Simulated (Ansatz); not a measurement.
# GeH4S2: the cost of one run

The runs use Ansatz 0.2.0, Gaussian basis; unrestricted cation, the program's frozen cores in correlated methods.

The runs, in order: UKS PBE-D4/def2-TZVPP; UKS r2SCAN-D4/def2-TZVPP; UKS PBE0-D4/def2-TZVPP; UKS B3LYP-D4/def2-TZVPP; UKS wB97X-V/def2-TZVPP; UKS wB97M-V/def2-TZVPP; UKS B2PLYP/def2-TZVPP; UHF-CCSD(T)/def2-TZVPP; UHF-MP2/def2-QZVPP; extrapolation to the limit; then −ε(HOMO) from the neutral's earlier runs with LDA (SPW92), PBE-D4, revPBE-D4, BLYP-D4, r2SCAN-D4, B97M-V, PBE0-D4, B3LYP-D4, r2SCANh-D4, r2SCAN0-D4, HSE06-D4, BHLYP-D4, CAM-B3LYP-D4, LC-ωPBE, ωB97X-V, ωB97M-V.

## 1. The geometry

An earlier PBE0-D4 in a triple-zeta def2 set relaxation fixed the geometry.

SMILES `[SH][GeH2][SH]`, 7 atoms, charge 0, spin multiplicity 1.

Atoms are counted from 1 here; the program's logs count them from 0.

Bond lengths: S1–Ge2 2.222 Å, S1–H4 1.343 Å, Ge2–S3 2.222 Å, Ge2–H5 1.535 Å, Ge2–H6 1.531 Å, S3–H7 1.343 Å. Angles: Ge2–S1–H4 94.2°, S1–Ge2–S3 114.1°, S1–Ge2–H5 109.2°, S1–Ge2–H6 105.6°, S3–Ge2–H5 109.1°, S3–Ge2–H6 105.7°, H5–Ge2–H6 113.2°, Ge2–S3–H7 94.2°.

## 2. Cation, UKS PBE-D4/def2-TZVPP

in.yaml reads:

```yaml
crystal:
  periodic: [false, false, false]
  atoms:
    - {symbol: S, position_ang: [-1.995182, -0.110722, -0.168250]}
    - {symbol: Ge, position_ang: [0.072858, 0.572529, 0.270589]}
    - {symbol: S, position_ang: [1.429754, -1.038592, 0.977307]}
    - {symbol: H, position_ang: [-1.662285, -0.690901, -1.332645]}
    - {symbol: H, position_ang: [0.669243, 1.215685, -0.989241]}
    - {symbol: H, position_ang: [-0.055231, 1.549458, 1.442323]}
    - {symbol: H, position_ang: [1.602042, -1.565459, -0.245785]}
basis:
  gaussian: {orbitals: def2-TZVPP}
total_charge: 1
magnetization: {spin_polarized: true, initial_magnetization: 1}
hamiltonian: {xc: pbe, dispersion: d4}
```

Started as:

```sh
$ ansatz run in.yaml --threads 4 --pin off --events-out ev --progress --plain --max-ram 10444MiB
```

What time and memory should one allow on 4 threads of Arm Neoverse V2, shared host?

About 5.5 s, with a peak of 0.46 GiB.
